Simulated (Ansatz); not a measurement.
# Al2GaP3: the cost of one run

Program: Ansatz 0.2.0. Level of theory: DFT PBE, scalar-relativistic, plane waves, PAW. These are calculated values, not measurements.

1 further run of the same task is left out (set aside as unsound or not needed).

## Step 1: The structure to begin with

Symmetry: I-4m2, No. 119, tetragonal system. Conventional cell: a = 3.895 Å, b = 3.895 Å, c = 16.514 Å, α = 90.00°, β = 90.00°, γ = 90.00°. Al (site symmetry 2mm) has 4 P at 2.38 Å as nearest neighbours. Ga (site symmetry -4m2) has 4 P at 2.39 Å as nearest neighbours. P (site symmetry 2mm) has 2 Al at 2.38 Å and 2 Ga at 2.39 Å as nearest neighbours. Around P (site symmetry -4m2) lie 4 Al at 2.38 Å.

As a file:

```cif
data_structure
_symmetry_space_group_name_H-M 'P 1'
_symmetry_Int_Tables_number 1
_cell_length_a 8.7044
_cell_length_b 8.7044
_cell_length_c 8.7044
_cell_angle_alpha 154.142
_cell_angle_beta 154.142
_cell_angle_gamma 36.893
_cell_volume 125.27
loop_
_atom_site_label
_atom_site_type_symbol
_atom_site_fract_x
_atom_site_fract_y
_atom_site_fract_z
_atom_site_occupancy
Al1 Al 0.66668 0.66668 0.00000 1
Al2 Al 0.33332 0.33332 0.00000 1
Ga1 Ga 0.00000 0.00000 0.00000 1
P1 P 0.41630 0.91629 0.50000 1
P2 P 0.08371 0.58370 0.50000 1
P3 P 0.75000 0.25000 0.50000 1
```

It is the end of an earlier relaxation with the same method, from a generated guess; it is a trial structure. At a tolerance of 0.02 Å it has space group I-4m2 (No. 119); it has 20.88 Å³/atom, an uncorrected energy of -0.56 eV/atom over the elements.

## Step 2: Bands, states and charges

Input file input.yaml:

```yaml
crystal:
  lattice:
    - [-1.947516, 1.947516, 8.2571738]
    - [1.947516, -1.947516, 8.2571738]
    - [1.947516, 1.947516, -8.2571738]
  atoms:
    - { symbol: Al, position: [0.666677, 0.666677, 0.0] }
    - { symbol: Al, position: [0.333323, 0.333323, 0.0] }
    - { symbol: Ga, position: [0.0, 0.0, 0.0] }
    - { symbol: P, position: [0.416295, 0.916295, 0.5] }
    - { symbol: P, position: [0.083705, 0.583705, 0.5] }
    - { symbol: P, position: [0.75, 0.25, 0.5] }
basis:
  ecutwfc: 420
kpoints:
  mp_grid: { grid: [10, 10, 10] }
  band_path:
    path:
      - [[0.0, 0.0, 0.0], [0.0, 0.0, 0.5], [0.25, 0.25, 0.25], [0.0, 0.5, 0.0], [0.0, 0.0, 0.0], [0.5, 0.5, -0.5], [0.26390718, 0.73609282, -0.26390718]]
      - [[-0.26390718, 0.26390718, 0.26390718], [0.0, 0.0, 0.0]]
      - [[0.0, 0.0, 0.5], [-0.02781437, 0.02781437, 0.5]]
      - [[0.5, 0.5, -0.02781437], [0.5, 0.5, -0.5]]
    npoints: 14
hamiltonian:
  xc: pbe
scf:
  occupations: { method: gaussian, width: 0.02 }
  n_extra_bands: 15
output:
  forces: true
  stress: true
  eigenvalues: true
  populations: true
  dos: { projected: true, de: 0.02, nscf_kmesh: { grid: [15, 15, 15] } }
  bader: true
  write_density: true
  write_potential: true
  elf: true
  volumetric_format: npy
```

Command:

```bash
> ansatz run input.yaml --threads 4 --pin off --max-ram 8192MiB --backend cpu --events-out ev --progress --plain --runs-dir out
```

**Question.** How long does this run take on 4 threads of Arm Neoverse V2, shared host, and how much memory does it need?

About 67 s, with a peak of 0.94 GiB.
